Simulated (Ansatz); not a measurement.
**GaCS (quartet): wB97M-V, B2PLYP, RPA-PBE over vertical spin and charge gaps and displaced geometries, cc-pVDZ**

How well do these functionals follow the top wave-function level for GaCS (quartet) over vertical spin and charge gaps and displaced geometries?

The runs use Ansatz 0.2.0, Gaussian basis; cc-pVDZ, all electrons in the functionals, frozen cores in the correlation of double hybrids and RPA.

To be run: wB97M-V, B2PLYP, RPA-PBE, at charge 0, quartet; charge 0, doublet; charge 0, sextet; charge 1, triplet; charge 1, quintet; displaced geometry v1; displaced geometry v2.

24 further runs of the same task are left out: 7 for a known fault of the program, 1 for a mislabelled method, 6 that didn't finish, 10 set aside as unsound or not needed.

## Step 1: What is computed

The geometry is a PBE0/def2-TZVP stationary point (not a proven minimum). No spin-orbit coupling is included. The filled d shell of Ga may be among the frozen orbitals whatever the setting's name suggests; the logs give the count.

3 atoms, charge 0, spin multiplicity 4.

Atoms are counted from 1 here; the program's logs count them from 0.

Bond lengths: C1–S2 1.726 Å, C1–Ga3 1.874 Å, S2–Ga3 2.403 Å. Angles: S2–C1–Ga3 83.7°, C1–S2–Ga3 50.8°, C1–Ga3–S2 45.5°.

No dispersion term is added; wB97M-V holds VV10 nonlocal correlation.

The geometry shown and the zero of energy belong to the point charge 0, quartet. The yardstick, UCCSDT(Q), and other wave-function levels (R restricted, U unrestricted, valence and pair active spaces) come from earlier runs.

## Step 2: wB97M-V, charge 0, quartet

in.yaml reads:

```yaml
crystal:
  periodic: [false, false, false]
  atoms:
    - {symbol: C, position_ang: [0.000000, -1.160693, 0.575194]}
    - {symbol: S, position_ang: [0.000000, 0.246092, 1.574708]}
    - {symbol: Ga, position_ang: [0.000000, 0.086769, -0.823279]}
basis:
  gaussian: {orbitals: cc-pVDZ}
magnetization: {spin_polarized: true, initial_magnetization: 3}
hamiltonian: {xc: {name: wB97M-V}}
output: {forces: true, orbitals: {seedname: orbitals}}
```

On the command line:

```bash
$ ansatz run in.yaml --threads 1 --pin off --events-out ev --progress --plain --max-ram 2393MiB
```

Log, shortened:

```text
Functional definition: wB97M-V
  name "wB97M-V"
  cite "Mardirossian & Head-Gordon, J. Chem. Phys. 144, 214110 (2016) doi:10.1063/1.4952647"
  cite "Becke, J. Chem. Phys. 107, 8554 (1997) doi:10.1063/1.475007"
  cite "Vydrov & Van Voorhis, J. Chem. Phys. 133, 244103 (2010) doi:10.1063/1.3521275"
  # Of w^i u^j: cxij and so on, Table III.
[...]
  gx(w, u) = 1 - cx + cx01*u + cx10*w
  gss(w, u) = css00 + css04*u^4 + css10*w + css20*w^2 + css43*w^4*u^3
  gos(w, u) = cos00 + cos10*w + (cos20 + cos21*u)*w^2 + (cos60 + cos61*u)*w^6
[...]
      + integral(e_c_pw_mod_opposite_spin*gos(b97_w_opposite, b97_u_opposite)) + vv10(b, c)
651 factors; integrals over basis functions are off by at most 1.1e-3 eV
171 factors; integrals over basis functions are off by at most 4.9e-6 eV
[...]
mean field -64241.36389068 eV, -2360.8265786220 hartree, gradient 5.8e-5 eV, S^2 3.765110; 2 other end points of the search recorded, 0 dependent functions left out
[...]
reference -64241.36392405 eV, -2360.8265798484 hartree; 28, 25 occupied and 31, 34 virtual orbitals, 651 factors
Total energy: -64241.36392405 eV, -2360.8265798484 hartree
Atom 0 at     0.000000    -1.160693     0.575194 Å, force     0.000000    -0.470771    -0.233225 eV/Å
Atom 1 at     0.000000     0.246092     1.574708 Å, force    -0.000000     0.428078     0.484722 eV/Å
Atom 2 at     0.000000     0.086769    -0.823279 Å, force    -0.000000     0.042693    -0.251497 eV/Å
Dipole moment:    -0.000000     0.335790    -0.575871 e Å
```

Wall time 11 s (1 thread of Intel Xeon Platinum 8488C, shared host); peak memory 0.28 GiB.

From the report: ⟨S²⟩ of the determinant 3.765 (pure quartet: 3.75).

## Step 3: wB97M-V, charge 0, doublet

in.yaml: that of step 2 with these lines changed.

```diff
@@ -8,4 +8,4 @@
   gaussian: {orbitals: cc-pVDZ}
-magnetization: {spin_polarized: true, initial_magnetization: 3}
+magnetization: {spin_polarized: true, initial_magnetization: 1}
 hamiltonian: {xc: {name: wB97M-V}}
-output: {forces: true, orbitals: {seedname: orbitals}}
+output: {orbitals: {seedname: orbitals}}
```

The command is unchanged.

Log, shortened:

```text
Functional definition: wB97M-V
  name "wB97M-V"
  cite "Mardirossian & Head-Gordon, J. Chem. Phys. 144, 214110 (2016) doi:10.1063/1.4952647"
  cite "Becke, J. Chem. Phys. 107, 8554 (1997) doi:10.1063/1.475007"
  cite "Vydrov & Van Voorhis, J. Chem. Phys. 133, 244103 (2010) doi:10.1063/1.3521275"
  # Of w^i u^j: cxij and so on, Table III.
[...]
  gx(w, u) = 1 - cx + cx01*u + cx10*w
  gss(w, u) = css00 + css04*u^4 + css10*w + css20*w^2 + css43*w^4*u^3
  gos(w, u) = cos00 + cos10*w + (cos20 + cos21*u)*w^2 + (cos60 + cos61*u)*w^6
[...]
      + integral(e_c_pw_mod_opposite_spin*gos(b97_w_opposite, b97_u_opposite)) + vv10(b, c)
651 factors; integrals over basis functions are off by at most 1.1e-3 eV
171 factors; integrals over basis functions are off by at most 4.9e-6 eV
[...]
mean field -64242.87780901 eV, -2360.8822140944 hartree, gradient 3.2e-5 eV, S^2 0.761071; 2 other end points of the search recorded, 0 dependent functions left out
reference -64242.87784192 eV, -2360.8822153039 hartree; 27, 26 occupied and 32, 33 virtual orbitals, 651 factors
Total energy: -64242.87784192 eV, -2360.8822153039 hartree
```

It took 12 s on 1 thread of Intel Xeon Platinum 8488C, shared host; peak memory 0.29 GiB.

From the report: ⟨S²⟩ of the determinant 0.761 (pure doublet: 0.75).

From charge 0, quartet: -34.9 kcal/mol.

## Step 4: wB97M-V, charge 0, sextet

in.yaml: that of step 3 with these lines changed.

```diff
@@ -8,4 +8,4 @@
   gaussian: {orbitals: cc-pVDZ}
-magnetization: {spin_polarized: true, initial_magnetization: 1}
+magnetization: {spin_polarized: true, initial_magnetization: 5}
 hamiltonian: {xc: {name: wB97M-V}}
-output: {orbitals: {seedname: orbitals}}
+output: {forces: true, orbitals: {seedname: orbitals}}
```

The command is unchanged.

Log, shortened:

```text
Functional definition: wB97M-V
  name "wB97M-V"
  cite "Mardirossian & Head-Gordon, J. Chem. Phys. 144, 214110 (2016) doi:10.1063/1.4952647"
  cite "Becke, J. Chem. Phys. 107, 8554 (1997) doi:10.1063/1.475007"
  cite "Vydrov & Van Voorhis, J. Chem. Phys. 133, 244103 (2010) doi:10.1063/1.3521275"
  # Of w^i u^j: cxij and so on, Table III.
[...]
  gx(w, u) = 1 - cx + cx01*u + cx10*w
  gss(w, u) = css00 + css04*u^4 + css10*w + css20*w^2 + css43*w^4*u^3
  gos(w, u) = cos00 + cos10*w + (cos20 + cos21*u)*w^2 + (cos60 + cos61*u)*w^6
[...]
      + integral(e_c_pw_mod_opposite_spin*gos(b97_w_opposite, b97_u_opposite)) + vv10(b, c)
651 factors; integrals over basis functions are off by at most 1.1e-3 eV
171 factors; integrals over basis functions are off by at most 4.9e-6 eV
[...]
mean field -64236.64143323 eV, -2360.6530315120 hartree, gradient 3.1e-6 eV, S^2 8.759859; 2 other end points of the search recorded, 0 dependent functions left out
[...]
reference -64236.64146417 eV, -2360.6530326490 hartree; 29, 24 occupied and 30, 35 virtual orbitals, 651 factors
Total energy: -64236.64146417 eV, -2360.6530326490 hartree
Atom 0 at     0.000000    -1.160693     0.575194 Å, force    -0.000000    -2.324570     3.254399 eV/Å
Atom 1 at     0.000000     0.246092     1.574708 Å, force    -0.000000    -0.323446     0.208830 eV/Å
Atom 2 at     0.000000     0.086769    -0.823279 Å, force     0.000000     2.648016    -3.463229 eV/Å
Dipole moment:    -0.000000    -0.036160     0.123033 e Å
```

Run time: 13 s. Hardware: 1 thread of Intel Xeon Platinum 8488C, shared host; peak memory 0.3 GiB.

From the report: ⟨S²⟩ of the determinant 8.760 (pure sextet: 8.75).

From charge 0, quartet: +108.9 kcal/mol.

## Step 5: wB97M-V, charge 1, triplet

in.yaml: that of step 4 with these lines changed.

```diff
@@ -8,4 +8,5 @@
   gaussian: {orbitals: cc-pVDZ}
-magnetization: {spin_polarized: true, initial_magnetization: 5}
+total_charge: 1
+magnetization: {spin_polarized: true, initial_magnetization: 2}
 hamiltonian: {xc: {name: wB97M-V}}
-output: {forces: true, orbitals: {seedname: orbitals}}
+output: {orbitals: {seedname: orbitals}}
```

Same command.

Log, shortened:

```text
Functional definition: wB97M-V
  name "wB97M-V"
  cite "Mardirossian & Head-Gordon, J. Chem. Phys. 144, 214110 (2016) doi:10.1063/1.4952647"
  cite "Becke, J. Chem. Phys. 107, 8554 (1997) doi:10.1063/1.475007"
  cite "Vydrov & Van Voorhis, J. Chem. Phys. 133, 244103 (2010) doi:10.1063/1.3521275"
  # Of w^i u^j: cxij and so on, Table III.
[...]
  gx(w, u) = 1 - cx + cx01*u + cx10*w
  gss(w, u) = css00 + css04*u^4 + css10*w + css20*w^2 + css43*w^4*u^3
  gos(w, u) = cos00 + cos10*w + (cos20 + cos21*u)*w^2 + (cos60 + cos61*u)*w^6
[...]
      + integral(e_c_pw_mod_opposite_spin*gos(b97_w_opposite, b97_u_opposite)) + vv10(b, c)
651 factors; integrals over basis functions are off by at most 1.1e-3 eV
171 factors; integrals over basis functions are off by at most 4.9e-6 eV
[...]
mean field -64234.10718007 eV, -2360.5598994261 hartree, gradient 4.0e-5 eV, S^2 2.011862; 3 other end points of the search recorded, 0 dependent functions left out
reference -64234.10721468 eV, -2360.5599006977 hartree; 27, 25 occupied and 32, 34 virtual orbitals, 651 factors
Total energy: -64234.10721468 eV, -2360.5599006977 hartree
```

It took 18 s on 1 thread of Intel Xeon Platinum 8488C, shared host; peak memory 0.3 GiB.

From the report: ⟨S²⟩ of the determinant 2.012 (pure triplet: 2.00).

From charge 0, quartet: +167.3 kcal/mol.

## Step 6: wB97M-V, charge 1, quintet

in.yaml: that of step 5 with these lines changed.

```diff
@@ -9,4 +9,4 @@
 total_charge: 1
-magnetization: {spin_polarized: true, initial_magnetization: 2}
+magnetization: {spin_polarized: true, initial_magnetization: 4}
 hamiltonian: {xc: {name: wB97M-V}}
-output: {orbitals: {seedname: orbitals}}
+output: {forces: true, orbitals: {seedname: orbitals}}
```

Launched as before.

Log, shortened:

```text
Functional definition: wB97M-V
  name "wB97M-V"
  cite "Mardirossian & Head-Gordon, J. Chem. Phys. 144, 214110 (2016) doi:10.1063/1.4952647"
  cite "Becke, J. Chem. Phys. 107, 8554 (1997) doi:10.1063/1.475007"
  cite "Vydrov & Van Voorhis, J. Chem. Phys. 133, 244103 (2010) doi:10.1063/1.3521275"
  # Of w^i u^j: cxij and so on, Table III.
[...]
  gx(w, u) = 1 - cx + cx01*u + cx10*w
  gss(w, u) = css00 + css04*u^4 + css10*w + css20*w^2 + css43*w^4*u^3
  gos(w, u) = cos00 + cos10*w + (cos20 + cos21*u)*w^2 + (cos60 + cos61*u)*w^6
[...]
      + integral(e_c_pw_mod_opposite_spin*gos(b97_w_opposite, b97_u_opposite)) + vv10(b, c)
651 factors; integrals over basis functions are off by at most 1.1e-3 eV
171 factors; integrals over basis functions are off by at most 4.9e-6 eV
[...]
mean field -64231.25904086 eV, -2360.4552322407 hartree, gradient 3.7e-6 eV, S^2 6.016355; 1 other end points of the search recorded, 0 dependent functions left out
[...]
reference -64231.25907482 eV, -2360.4552334887 hartree; 28, 24 occupied and 31, 35 virtual orbitals, 651 factors
Total energy: -64231.25907482 eV, -2360.4552334887 hartree
Atom 0 at     0.000000    -1.160693     0.575194 Å, force     0.000000    -1.645407     1.602732 eV/Å
Atom 1 at     0.000000     0.246092     1.574708 Å, force    -0.000000     0.170991     0.679905 eV/Å
Atom 2 at     0.000000     0.086769    -0.823279 Å, force     0.000000     1.474416    -2.282638 eV/Å
Dipole moment:    -0.000000     0.067019    -0.244146 e Å
```

Wall time 14 s (1 thread of Intel Xeon Platinum 8488C, shared host); peak memory 0.3 GiB.

From the report: ⟨S²⟩ of the determinant 6.016 (pure quintet: 6.00).

From charge 0, quartet: +233.0 kcal/mol.

## Step 7: wB97M-V, displaced geometry v1

in.yaml reads:

```yaml
crystal:
  periodic: [false, false, false]
  atoms:
    - {symbol: C, position_ang: [-0.028642, -1.182593, 0.611278]}
    - {symbol: S, position_ang: [-0.029475, 0.208050, 1.599639]}
    - {symbol: Ga, position_ang: [0.018489, 0.108037, -0.840961]}
basis:
  gaussian: {orbitals: cc-pVDZ}
magnetization: {spin_polarized: true, initial_magnetization: 3}
hamiltonian: {xc: {name: wB97M-V}}
output: {orbitals: {seedname: orbitals}}
```

Launched as before.

Log, shortened:

```text
Functional definition: wB97M-V
  name "wB97M-V"
  cite "Mardirossian & Head-Gordon, J. Chem. Phys. 144, 214110 (2016) doi:10.1063/1.4952647"
  cite "Becke, J. Chem. Phys. 107, 8554 (1997) doi:10.1063/1.475007"
  cite "Vydrov & Van Voorhis, J. Chem. Phys. 133, 244103 (2010) doi:10.1063/1.3521275"
  # Of w^i u^j: cxij and so on, Table III.
[...]
  gx(w, u) = 1 - cx + cx01*u + cx10*w
  gss(w, u) = css00 + css04*u^4 + css10*w + css20*w^2 + css43*w^4*u^3
  gos(w, u) = cos00 + cos10*w + (cos20 + cos21*u)*w^2 + (cos60 + cos61*u)*w^6
[...]
      + integral(e_c_pw_mod_opposite_spin*gos(b97_w_opposite, b97_u_opposite)) + vv10(b, c)
651 factors; integrals over basis functions are off by at most 1.1e-3 eV
170 factors; integrals over basis functions are off by at most 5.3e-6 eV
[...]
mean field -64241.31926750 eV, -2360.8249387506 hartree, gradient 2.7e-5 eV, S^2 3.765962; 3 other end points of the search recorded, 0 dependent functions left out
reference -64241.31930082 eV, -2360.8249399748 hartree; 28, 25 occupied and 31, 34 virtual orbitals, 651 factors
Total energy: -64241.31930082 eV, -2360.8249399748 hartree
```

Run time: 13 s. Hardware: 1 thread of Intel Xeon Platinum 8488C, shared host; peak memory 0.29 GiB.

From the report: ⟨S²⟩ of the determinant 3.766 (pure quartet: 3.75).

From charge 0, quartet: +1.0 kcal/mol.

## Step 8: wB97M-V, displaced geometry v2

in.yaml reads:

```yaml
crystal:
  periodic: [false, false, false]
  atoms:
    - {symbol: C, position_ang: [0.100528, -1.148317, 0.569836]}
    - {symbol: S, position_ang: [-0.064346, 0.266841, 1.580943]}
    - {symbol: Ga, position_ang: [0.012275, 0.075095, -0.825224]}
basis:
  gaussian: {orbitals: cc-pVDZ}
magnetization: {spin_polarized: true, initial_magnetization: 3}
hamiltonian: {xc: {name: wB97M-V}}
output: {orbitals: {seedname: orbitals}}
```

Same command.

Log, shortened:

```text
Functional definition: wB97M-V
  name "wB97M-V"
  cite "Mardirossian & Head-Gordon, J. Chem. Phys. 144, 214110 (2016) doi:10.1063/1.4952647"
  cite "Becke, J. Chem. Phys. 107, 8554 (1997) doi:10.1063/1.475007"
  cite "Vydrov & Van Voorhis, J. Chem. Phys. 133, 244103 (2010) doi:10.1063/1.3521275"
  # Of w^i u^j: cxij and so on, Table III.
[...]
  gx(w, u) = 1 - cx + cx01*u + cx10*w
  gss(w, u) = css00 + css04*u^4 + css10*w + css20*w^2 + css43*w^4*u^3
  gos(w, u) = cos00 + cos10*w + (cos20 + cos21*u)*w^2 + (cos60 + cos61*u)*w^6
[...]
      + integral(e_c_pw_mod_opposite_spin*gos(b97_w_opposite, b97_u_opposite)) + vv10(b, c)
651 factors; integrals over basis functions are off by at most 1.2e-3 eV
169 factors; integrals over basis functions are off by at most 4.8e-6 eV
[...]
mean field -64241.36694191 eV, -2360.8266907529 hartree, gradient 5.0e-5 eV, S^2 3.765542; 2 other end points of the search recorded, 0 dependent functions left out
reference -64241.36697534 eV, -2360.8266919814 hartree; 28, 25 occupied and 31, 34 virtual orbitals, 651 factors
Total energy: -64241.36697534 eV, -2360.8266919814 hartree
```

Wall time 10 s (1 thread of Intel Xeon Platinum 8488C, shared host); peak memory 0.28 GiB.

From the report: ⟨S²⟩ of the determinant 3.766 (pure quartet: 3.75).

From charge 0, quartet: -0.1 kcal/mol.

## Step 9: B2PLYP, charge 0, quartet

in.yaml reads:

```yaml
crystal:
  periodic: [false, false, false]
  atoms:
    - {symbol: C, position_ang: [0.000000, -1.160693, 0.575194]}
    - {symbol: S, position_ang: [0.000000, 0.246092, 1.574708]}
    - {symbol: Ga, position_ang: [0.000000, 0.086769, -0.823279]}
basis:
  gaussian: {orbitals: cc-pVDZ}
magnetization: {spin_polarized: true, initial_magnetization: 3}
hamiltonian: {xc: {name: B2PLYP}}
correlation: {electrons: outside_noble_gas}
```

The command is unchanged.

Log, shortened:

```text
Functional definition: B2PLYP
  name "B2PLYP"
  cite "Grimme, J. Chem. Phys. 124, 034108 (2006) doi:10.1063/1.2148954"
  cite "Becke, Phys. Rev. A 38, 3098 (1988) doi:10.1103/PhysRevA.38.3098"
  cite "Lee, Yang & Parr, Phys. Rev. B 37, 785 (1988) doi:10.1103/PhysRevB.37.785"
[...]
651 factors; integrals over basis functions are off by at most 1.1e-3 eV
[...]
mean field -64226.36480773 eV, -2360.2753724905 hartree, gradient 5.5e-6 eV, S^2 3.783027; 4 other end points of the search recorded, 0 dependent functions left out
20 core orbitals not correlated: weight in the atoms' cores, before any rotation towards them, 0.961 or more for the frozen orbitals, at most 0.036 for the correlated occupied ones
reference -64226.36492829 eV, -2360.2753769211 hartree; 8, 5 occupied and 31, 34 virtual orbitals, 651 factors
second order -9.58705586 eV of doubles, -0.00000000 eV of singles
Total energy: -64228.95343338 eV, -2360.3705027283 hartree
```

Wall time 3.9 s (1 thread of Intel Xeon Platinum 8488C, shared host).

From the report: ⟨S²⟩ of the determinant 3.783 (pure quartet: 3.75).

## Step 10: B2PLYP, charge 0, doublet

in.yaml: that of step 9 with these lines changed.

```diff
@@ -8,3 +8,3 @@
   gaussian: {orbitals: cc-pVDZ}
-magnetization: {spin_polarized: true, initial_magnetization: 3}
+magnetization: {spin_polarized: true, initial_magnetization: 1}
 hamiltonian: {xc: {name: B2PLYP}}
```

Launched as before.

Log, shortened:

```text
Functional definition: B2PLYP
  name "B2PLYP"
  cite "Grimme, J. Chem. Phys. 124, 034108 (2006) doi:10.1063/1.2148954"
  cite "Becke, Phys. Rev. A 38, 3098 (1988) doi:10.1103/PhysRevA.38.3098"
  cite "Lee, Yang & Parr, Phys. Rev. B 37, 785 (1988) doi:10.1103/PhysRevB.37.785"
[...]
651 factors; integrals over basis functions are off by at most 1.1e-3 eV
[...]
mean field -64227.62745165 eV, -2360.3217737985 hartree, gradient 4.0e-6 eV, S^2 0.772532; 6 other end points of the search recorded, 0 dependent functions left out
20 core orbitals not correlated: weight in the atoms' cores, before any rotation towards them, 0.881 or more for the frozen orbitals, at most 0.116 for the correlated occupied ones
reference -64227.62757202 eV, -2360.3217782221 hartree; 7, 6 occupied and 32, 33 virtual orbitals, 651 factors
second order -10.28136010 eV of doubles, -0.00000000 eV of singles
Total energy: -64230.40353925 eV, -2360.4237931361 hartree
```

Wall time 5.5 s (1 thread of Intel Xeon Platinum 8488C, shared host).

From the report: ⟨S²⟩ of the determinant 0.773 (pure doublet: 0.75).

From charge 0, quartet: -33.4 kcal/mol.

## Step 11: B2PLYP, charge 0, sextet

in.yaml: that of step 10 with these lines changed.

```diff
@@ -8,3 +8,3 @@
   gaussian: {orbitals: cc-pVDZ}
-magnetization: {spin_polarized: true, initial_magnetization: 1}
+magnetization: {spin_polarized: true, initial_magnetization: 5}
 hamiltonian: {xc: {name: B2PLYP}}
```

The command is unchanged.

Log, shortened:

```text
Functional definition: B2PLYP
  name "B2PLYP"
  cite "Grimme, J. Chem. Phys. 124, 034108 (2006) doi:10.1063/1.2148954"
  cite "Becke, Phys. Rev. A 38, 3098 (1988) doi:10.1103/PhysRevA.38.3098"
  cite "Lee, Yang & Parr, Phys. Rev. B 37, 785 (1988) doi:10.1103/PhysRevB.37.785"
[...]
651 factors; integrals over basis functions are off by at most 1.1e-3 eV
[...]
mean field -64222.13184700 eV, -2360.1198140529 hartree, gradient 6.4e-6 eV, S^2 8.767404; 4 other end points of the search recorded, 0 dependent functions left out
20 core orbitals not correlated: weight in the atoms' cores, before any rotation towards them, 0.882 or more for the frozen orbitals, at most 0.123 for the correlated occupied ones
reference -64222.13196776 eV, -2360.1198184908 hartree; 9, 4 occupied and 30, 35 virtual orbitals, 651 factors
second order -7.87478679 eV of doubles, -0.00000000 eV of singles
Total energy: -64224.25816020 eV, -2360.1979546215 hartree
```

Run time: 5.5 s. Hardware: 1 thread of Intel Xeon Platinum 8488C, shared host.

From the report: ⟨S²⟩ of the determinant 8.767 (pure sextet: 8.75).

From charge 0, quartet: +108.3 kcal/mol.

## Step 12: B2PLYP, charge 1, triplet

in.yaml: that of step 11 with these lines changed.

```diff
@@ -8,3 +8,4 @@
   gaussian: {orbitals: cc-pVDZ}
-magnetization: {spin_polarized: true, initial_magnetization: 5}
+total_charge: 1
+magnetization: {spin_polarized: true, initial_magnetization: 2}
 hamiltonian: {xc: {name: B2PLYP}}
```

Same command.

Log, shortened:

```text
Functional definition: B2PLYP
  name "B2PLYP"
  cite "Grimme, J. Chem. Phys. 124, 034108 (2006) doi:10.1063/1.2148954"
  cite "Becke, Phys. Rev. A 38, 3098 (1988) doi:10.1103/PhysRevA.38.3098"
  cite "Lee, Yang & Parr, Phys. Rev. B 37, 785 (1988) doi:10.1103/PhysRevB.37.785"
[...]
651 factors; integrals over basis functions are off by at most 1.1e-3 eV
[...]
mean field -64219.24332900 eV, -2360.0136629743 hartree, gradient 1.5e-6 eV, S^2 2.024564; 7 other end points of the search recorded, 0 dependent functions left out
20 core orbitals not correlated: weight in the atoms' cores, before any rotation towards them, 0.953 or more for the frozen orbitals, at most 0.044 for the correlated occupied ones
reference -64219.24345543 eV, -2360.0136676205 hartree; 7, 5 occupied and 32, 34 virtual orbitals, 651 factors
second order -9.60802512 eV of doubles, -0.00000000 eV of singles
Total energy: -64221.83762221 eV, -2360.1090014913 hartree
```

It took 12 s on 1 thread of Intel Xeon Platinum 8488C, shared host.

From the report: ⟨S²⟩ of the determinant 2.025 (pure triplet: 2.00).

From charge 0, quartet: +164.1 kcal/mol.

## Step 13: B2PLYP, charge 1, quintet

in.yaml: that of step 12 with these lines changed.

```diff
@@ -9,3 +9,3 @@
 total_charge: 1
-magnetization: {spin_polarized: true, initial_magnetization: 2}
+magnetization: {spin_polarized: true, initial_magnetization: 4}
 hamiltonian: {xc: {name: B2PLYP}}
```

Same command.

Log, shortened:

```text
Functional definition: B2PLYP
  name "B2PLYP"
  cite "Grimme, J. Chem. Phys. 124, 034108 (2006) doi:10.1063/1.2148954"
  cite "Becke, Phys. Rev. A 38, 3098 (1988) doi:10.1103/PhysRevA.38.3098"
  cite "Lee, Yang & Parr, Phys. Rev. B 37, 785 (1988) doi:10.1103/PhysRevB.37.785"
[...]
651 factors; integrals over basis functions are off by at most 1.1e-3 eV
[...]
mean field -64216.83418759 eV, -2359.9251286603 hartree, gradient 7.4e-6 eV, S^2 6.028214; 2 other end points of the search recorded, 0 dependent functions left out
20 core orbitals not correlated: weight in the atoms' cores, before any rotation towards them, 0.939 or more for the frozen orbitals, at most 0.057 for the correlated occupied ones
reference -64216.83431263 eV, -2359.9251332553 hartree; 8, 4 occupied and 31, 35 virtual orbitals, 651 factors
second order -7.84688306 eV of doubles, -0.00000000 eV of singles
Total energy: -64218.95297105 eV, -2360.0029925164 hartree
```

It took 5.5 s on 1 thread of Intel Xeon Platinum 8488C, shared host.

From the report: ⟨S²⟩ of the determinant 6.028 (pure quintet: 6.00).

From charge 0, quartet: +230.6 kcal/mol.

(Part 1 of 2 ends here.)
